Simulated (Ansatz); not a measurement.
# FGaH3 with multiplicity 2: two geometries relaxed

Aim: relax the geometries before and after the reaction (atom abstraction by a radical), and see whether they are two minima and how far apart in energy. Meant to form: H2–F5; to break: Ga1–H2. The start is a guess near the saddle point, from which both ends are pulled out.

Program: Ansatz 0.2.0. Level of theory: UKS PBE0/def2-SVP. These are calculated values, not measurements.

**1. Starting point**

Bond lengths: Ga1–H2 1.820 Å, Ga1–H3 1.570 Å, Ga1–H4 1.570 Å. Angles: H2–Ga1–H3 120.0°, H2–Ga1–H4 120.0°, H3–Ga1–H4 120.0°.

As a file:

```xyz
5

Ga    0.0000    0.0000    0.0000
H     0.0000    0.0000    1.8200
H     1.3596    0.0000   -0.7850
H    -1.3596    0.0000   -0.7850
F     0.0000    0.0000    3.0400
```

**2. A restrained relaxation towards end A**

Springs on the bonds that form and break draw the guess towards this end; the thresholds are loose.

input.yaml

```yaml
crystal:
  periodic: [false, false, false]
  atoms:
    - { symbol: Ga, position_ang: [0.0, 0.0, 0.0] }
    - { symbol: H, position_ang: [0.0, 0.0, 1.82] }
    - { symbol: H, position_ang: [1.3596, 0.0, -0.785] }
    - { symbol: H, position_ang: [-1.3596, 0.0, -0.785] }
    - { symbol: F, position_ang: [0.0, 0.0, 3.04] }
magnetization:
  spin_polarized: true
  initial_magnetization: 1
basis:
  gaussian: { orbitals: def2-SVP }
hamiltonian:
  xc: pbe0
relax:
  f_tol: 0.15
  max_steps: 25
  restrain:
    - { distance: [1, 4], at: 2.12, k: 30.0 }
    - { distance: [0, 1], at: 1.57, k: 30.0 }
output:
  orbitals: {}
```

Started as:

```bash
> ansatz run input.yaml --threads 1 --pin off --max-ram 2048MiB --backend cpu --events-out ev --progress --plain --runs-dir out
```

Output (excerpt; [...] marks lines left out):

```text
Warning: RAYON_NUM_THREADS=1 ignored (pool sized by the plan → 1); use --threads N
[...]
Functional definition: PBE0
[...]
651 factors; integrals over basis functions are off by at most 4.1e-4 eV
[...]
mean field -55122.44705190 eV, -2025.7125658207 hartree, gradient 2.7e-5 eV, S^2 0.755614; 0 other end points of the search recorded, 0 dependent functions left out
[...]
reference -55122.44707815 eV, -2025.7125667856 hartree; 22, 21 occupied and 39, 40 virtual orbitals, 651 factors
relax step   1: F+E_penalty+E_count = -55122.44705190 eV  Δ(F+E_penalty+E_count) = +0.000e0 eV  max|allowed force component| = 3.236e0 eV/Å  E_restraint = 13.08750000 eV  max|allowed force component, restraints' pulls added| = 3.126e1 eV/Å  Δτ_max = 0.0000 Å  (30 SCF iters, accepted)
[...]
relax step   5: F+E_penalty+E_count = -55121.26272098 eV  Δ(F+E_penalty+E_count) = -2.203e-1 eV  max|allowed force component| = 7.018e-1 eV/Å  E_restraint = 0.00466957 eV  max|allowed force component, restraints' pulls added| = 2.679e-1 eV/Å  Δτ_max = 0.1955 Å  (53 SCF iters, accepted)
[...]
relax step   6: F+E_penalty+E_count = -55121.27021276 eV  Δ(F+E_penalty+E_count) = -7.492e-3 eV  max|allowed force component| = 6.145e-1 eV/Å  E_restraint = 0.00466748 eV  max|allowed force component, restraints' pulls added| = 1.008e-1 eV/Å  Δτ_max = 0.0447 Å  (51 SCF iters, accepted)
  distance H 1 - F 4 = 2.1035 Å
  distance Ga 0 - H 1 = 1.5763 Å
651 factors; integrals over basis functions are off by at most 6.8e-4 eV
[...]
mean field -55121.27021276 eV, -2025.6693177802 hartree, gradient 9.3e-6 eV, S^2 0.752676; 3 other end points of the search recorded, 0 dependent functions left out
[...]
reference -55121.27023699 eV, -2025.6693186705 hartree; 22, 21 occupied and 39, 40 virtual orbitals, 651 factors
Total energy: -55121.27023699 eV, -2025.6693186705 hartree
Atom 0 at    -0.000000    -0.000000    -0.095837 Å, force     0.000000    -0.000000    -0.089530 eV/Å
Atom 1 at    -0.000000    -0.000000     1.480508 Å, force     0.000000     0.000000     0.614519 eV/Å
Atom 2 at     1.374791     0.000000    -0.839360 Å, force     0.065530     0.000000    -0.018339 eV/Å
Atom 3 at    -1.374791     0.000000    -0.839360 Å, force    -0.065530     0.000000    -0.018339 eV/Å
Atom 4 at     0.000000     0.000000     3.584048 Å, force     0.000000     0.000000    -0.488310 eV/Å
Dipole moment:    -0.000000    -0.000000    -0.363864 e Å
```

Run time: 26 s. Hardware: 1 thread of Arm Neoverse V1, shared host; peak memory 0.15 GiB.

The steps of the relaxation:

| step | energy from step 1 (eV) | largest force component (eV/Å) |
| --- | --- | --- |
| 1 | 0.0000 | 3.2357 |
| 2 | 0.7575 | 1.3334 |
| 3 | 1.1166 | 1.7961 |
| 4 | 1.4046 | 0.9212 |
| 5 | 1.1843 | 0.7018 |
| 6 | 1.1768 | 0.6145 |

Step 1 is the start. Energies and forces in the table leave out the springs, which the log lists apart; the run stops on the force with the springs' pull added.

After: Bond lengths: Ga1–H2 1.576 Å, Ga1–H3 1.563 Å, Ga1–H4 1.563 Å. Angles: H2–Ga1–H3 118.4°, H2–Ga1–H4 118.4°, H3–Ga1–H4 123.2°.

**3. End point A**

It starts where the restrained run ended.

input.yaml

```yaml
crystal:
  periodic: [false, false, false]
  atoms:
    - { symbol: Ga, position_ang: [0.0, 0.0, -0.095837] }
    - { symbol: H, position_ang: [0.0, 0.0, 1.480508] }
    - { symbol: H, position_ang: [1.374791, 0.0, -0.83936] }
    - { symbol: H, position_ang: [-1.374791, 0.0, -0.83936] }
    - { symbol: F, position_ang: [0.0, 0.0, 3.584048] }
magnetization:
  spin_polarized: true
  initial_magnetization: 1
basis:
  gaussian: { orbitals: def2-SVP }
hamiltonian:
  xc: pbe0
relax:
  f_tol: 0.03
  max_steps: 50
```

Started as:

```bash
> ansatz run input.yaml --threads 1 --pin off --max-ram 2048MiB --backend cpu --events-out ev --progress --plain --runs-dir out
```

Output (excerpt; [...] marks lines left out):

```text
Warning: RAYON_NUM_THREADS=1 ignored (pool sized by the plan → 1); use --threads N
[...]
[... 1 set-up line as earlier in the session ...]
[...]
643 factors; integrals over basis functions are off by at most 6.9e-4 eV
[...]
mean field -55121.27021189 eV, -2025.6693177480 hartree, gradient 4.8e-6 eV, S^2 0.752676; 2 other end points of the search recorded, 0 dependent functions left out
[...]
reference -55121.27023612 eV, -2025.6693186383 hartree; 22, 21 occupied and 39, 40 virtual orbitals, 643 factors
relax step   1: F+E_penalty+E_count = -55121.27021189 eV  Δ(F+E_penalty+E_count) = +0.000e0 eV  max|allowed force component| = 6.145e-1 eV/Å  Δτ_max = 0.0000 Å  (77 SCF iters, accepted)
[...]
relax step   3: F+E_penalty+E_count = -55121.63935506 eV  Δ(F+E_penalty+E_count) = -2.568e-1 eV  max|allowed force component| = 1.199e0 eV/Å  Δτ_max = 0.1948 Å  (37 SCF iters, accepted)
[...]
645 factors; integrals over basis functions are off by at most 1.3e-3 eV
mean field -55123.32871736 eV, -2025.7449664288 hartree, gradient 1.8e-5 eV, S^2 0.751742; 1 other end points of the search recorded, 0 dependent functions left out
[...]
reference -55123.32874484 eV, -2025.7449674385 hartree; 22, 21 occupied and 39, 40 virtual orbitals, 645 factors
Total energy: -55123.32874484 eV, -2025.7449674385 hartree
Atom 0 at     0.000003     0.000005    -0.239575 Å, force     0.000002    -0.000005    -0.002909 eV/Å
Atom 1 at    -0.000008     0.000003     2.281752 Å, force     0.000002     0.000004     0.002046 eV/Å
Atom 2 at     1.400743    -0.000002    -0.982564 Å, force    -0.000416     0.000002     0.001664 eV/Å
Atom 3 at    -1.400741    -0.000002    -0.982556 Å, force     0.000412     0.000002     0.001660 eV/Å
Atom 4 at     0.000003    -0.000003     3.212942 Å, force    -0.000001    -0.000002    -0.002461 eV/Å
Dipole moment:    -0.000003     0.000003    -0.515921 e Å
```

Wall time 35 s (1 thread of Arm Neoverse V1, shared host); peak memory 0.15 GiB.

Step by step:

| step | energy from step 1 (eV) | largest force component (eV/Å) |
| --- | --- | --- |
| 1 | 0.0000 | 0.6145 |
| 2 | -0.1123 | 0.7941 |
| 3 | -0.3691 | 1.1994 |
| 4 | -0.9015 | 2.5949 |
| 5 | -1.8024 | 1.5723 |
| 6 | -2.0072 | 0.5661 |
| 7 | -2.0438 | 0.4525 |
| 8x | -1.9923 | 2.9656 |
| 9 | -2.0571 | 0.0871 |
| 10 | -2.0584 | 0.0466 |
| 11 | -2.0585 | 0.0029 |

Step 1 is the start. 1 step was tried and not accepted (marked x).

After: Bond lengths: Ga1–H3 1.586 Å, Ga1–H4 1.586 Å, H2–F5 0.931 Å. Angles: H3–Ga1–H4 124.1°.

Pairs that crossed the distance rule for bonds on the way: came closer H2–F5; moved apart Ga1–H2.

**4. Pulling towards end B**

Springs on the bonds that form and break draw the guess towards this end; the thresholds are loose.

input.yaml

```yaml
crystal:
  periodic: [false, false, false]
  atoms:
    - { symbol: Ga, position_ang: [0.0, 0.0, 0.0] }
    - { symbol: H, position_ang: [0.0, 0.0, 1.82] }
    - { symbol: H, position_ang: [1.3596, 0.0, -0.785] }
    - { symbol: H, position_ang: [-1.3596, 0.0, -0.785] }
    - { symbol: F, position_ang: [0.0, 0.0, 3.04] }
magnetization:
  spin_polarized: true
  initial_magnetization: 1
basis:
  gaussian: { orbitals: def2-SVP }
hamiltonian:
  xc: pbe0
relax:
  f_tol: 0.15
  max_steps: 25
  restrain:
    - { distance: [1, 4], at: 0.92, k: 30.0 }
    - { distance: [0, 1], at: 2.77, k: 30.0 }
```

Started as:

```bash
> ansatz run input.yaml --threads 1 --pin off --max-ram 2048MiB --backend cpu --events-out ev --progress --plain --runs-dir out
```

Output (excerpt; [...] marks lines left out):

```text
Warning: RAYON_NUM_THREADS=1 ignored (pool sized by the plan → 1); use --threads N
[...]
[... 1 set-up line as earlier in the session ...]
[...]
651 factors; integrals over basis functions are off by at most 4.1e-4 eV
[...]
mean field -55122.44705190 eV, -2025.7125658207 hartree, gradient 2.7e-5 eV, S^2 0.755614; 0 other end points of the search recorded, 0 dependent functions left out
[...]
reference -55122.44707815 eV, -2025.7125667856 hartree; 22, 21 occupied and 39, 40 virtual orbitals, 651 factors
relax step   1: F+E_penalty+E_count = -55122.44705190 eV  Δ(F+E_penalty+E_count) = +0.000e0 eV  max|allowed force component| = 3.236e0 eV/Å  E_restraint = 14.88750000 eV  max|allowed force component, restraints' pulls added| = 4.074e1 eV/Å  Δτ_max = 0.0000 Å  (30 SCF iters, accepted)
[...]
  distance H 1 - F 4 = 0.9244 Å
  distance Ga 0 - H 1 = 2.7676 Å
651 factors; integrals over basis functions are off by at most 3.0e-4 eV
[...]
mean field -55123.31832991 eV, -2025.7445846970 hartree, gradient 1.2e-5 eV, S^2 0.751679; 1 other end points of the search recorded, 0 dependent functions left out
[...]
reference -55123.31835838 eV, -2025.7445857433 hartree; 22, 21 occupied and 39, 40 virtual orbitals, 651 factors
Total energy: -55123.31835838 eV, -2025.7445857433 hartree
Atom 0 at    -0.000000     0.000000    -0.335918 Å, force     0.000000    -0.000000     0.068886 eV/Å
Atom 1 at     0.000000    -0.000000     2.431713 Å, force     0.000000     0.000000    -0.197451 eV/Å
Atom 2 at     1.401525     0.000000    -1.080943 Å, force    -0.014469     0.000000    -0.000605 eV/Å
Atom 3 at    -1.401525     0.000000    -1.080943 Å, force     0.014469     0.000000    -0.000605 eV/Å
Atom 4 at    -0.000000     0.000000     3.356092 Å, force    -0.000000    -0.000000     0.129775 eV/Å
Dipole moment:     0.000000    -0.000000    -0.507657 e Å
```

Wall time 18 s (1 thread of Arm Neoverse V1, shared host); peak memory 0.14 GiB.

Relaxation path:

```csv
step,energy from step 1 (eV),largest force component (eV/Å)
1,0.0000,3.2357
2,-0.6303,2.7746
3,-0.4122,6.5723
4,-0.7327,1.2367
5,-0.8703,0.1476
6,-0.8713,0.1975
```

Step 1 is the start. Energies and forces in the table leave out the springs, which the log lists apart; the run stops on the force with the springs' pull added.

After: Bond lengths: Ga1–H3 1.587 Å, Ga1–H4 1.587 Å, H2–F5 0.924 Å. Angles: H3–Ga1–H4 124.0°.

Pairs that crossed the distance rule for bonds on the way: came closer H2–F5; moved apart Ga1–H2.

**5. End point B**

It starts where the restrained run ended.

input.yaml

```yaml
crystal:
  periodic: [false, false, false]
  atoms:
    - { symbol: Ga, position_ang: [0.0, 0.0, -0.335918] }
    - { symbol: H, position_ang: [0.0, 0.0, 2.431713] }
    - { symbol: H, position_ang: [1.401525, 0.0, -1.080943] }
    - { symbol: H, position_ang: [-1.401525, 0.0, -1.080943] }
    - { symbol: F, position_ang: [0.0, 0.0, 3.356092] }
magnetization:
  spin_polarized: true
  initial_magnetization: 1
basis:
  gaussian: { orbitals: def2-SVP }
hamiltonian:
  xc: pbe0
relax:
  f_tol: 0.03
  max_steps: 50
```

Started as:

```bash
> ansatz run input.yaml --threads 1 --pin off --max-ram 2048MiB --backend cpu --events-out ev --progress --plain --runs-dir out
```

Output (excerpt; [...] marks lines left out):

```text
Warning: RAYON_NUM_THREADS=1 ignored (pool sized by the plan → 1); use --threads N
[...]
[... 1 set-up line as earlier in the session ...]
[...]
642 factors; integrals over basis functions are off by at most 3.5e-4 eV
[...]
mean field -55123.31833270 eV, -2025.7445847996 hartree, gradient 7.0e-5 eV, S^2 0.751679; 0 other end points of the search recorded, 0 dependent functions left out
[...]
reference -55123.31836117 eV, -2025.7445858458 hartree; 22, 21 occupied and 39, 40 virtual orbitals, 642 factors
relax step   1: F+E_penalty+E_count = -55123.31833270 eV  Δ(F+E_penalty+E_count) = +0.000e0 eV  max|allowed force component| = 1.975e-1 eV/Å  Δτ_max = 0.0000 Å  (27 SCF iters, accepted)
[...]
relax step   3: F+E_penalty+E_count = -55123.32841242 eV  Δ(F+E_penalty+E_count) = -3.736e-3 eV  max|allowed force component| = 1.545e-1 eV/Å  Δτ_max = 0.0557 Å  (28 SCF iters, accepted)
[...]
relax step   4: F+E_penalty+E_count = -55123.32868241 eV  Δ(F+E_penalty+E_count) = -2.700e-4 eV  max|allowed force component| = 2.275e-2 eV/Å  Δτ_max = 0.0067 Å  (26 SCF iters, accepted)
642 factors; integrals over basis functions are off by at most 3.5e-4 eV
mean field -55123.32868241 eV, -2025.7449651444 hartree, gradient 9.0e-6 eV, S^2 0.751752; 1 other end points of the search recorded, 0 dependent functions left out
[...]
reference -55123.32870989 eV, -2025.7449661542 hartree; 22, 21 occupied and 39, 40 virtual orbitals, 642 factors
Total energy: -55123.32870989 eV, -2025.7449661542 hartree
Atom 0 at    -0.000000    -0.000000    -0.238319 Å, force     0.000000    -0.000000    -0.022748 eV/Å
Atom 1 at     0.000000    -0.000000     2.281833 Å, force    -0.000000    -0.000000     0.017920 eV/Å
Atom 2 at     1.401126     0.000000    -0.983411 Å, force    -0.013301     0.000000     0.011394 eV/Å
Atom 3 at    -1.401126     0.000000    -0.983411 Å, force     0.013301     0.000000     0.011394 eV/Å
Atom 4 at    -0.000000     0.000000     3.213310 Å, force     0.000000     0.000000    -0.017959 eV/Å
Dipole moment:     0.000000    -0.000000    -0.514748 e Å
```

It took 14 s on 1 thread of Arm Neoverse V1, shared host; peak memory 0.14 GiB.

Step by step:

```
step  energy from step 1 (eV)  largest force component (eV/Å)
   1                   0.0000                          0.1975
   2                  -0.0063                          0.3672
   3                  -0.0101                          0.1545
   4                  -0.0103                          0.0227
```

Step 1 is the start.

After: Bond lengths: Ga1–H3 1.587 Å, Ga1–H4 1.587 Å, H2–F5 0.931 Å. Angles: H3–Ga1–H4 124.0°.

**6. Outcome**

| quantity | value |
| --- | --- |
| end A | 9 moves, 2.059 eV lower |
| end B | 3 moves, 0.010 eV lower |
| largest difference between the ends | 0.00 Å |
| end B relative to end A | +0.000 eV |

**Reading.** Both starts fell into the same minimum (no atom differs by more than 0.00 Å), so from this start no second minimum was found and no band was run; another arrangement could still be one.
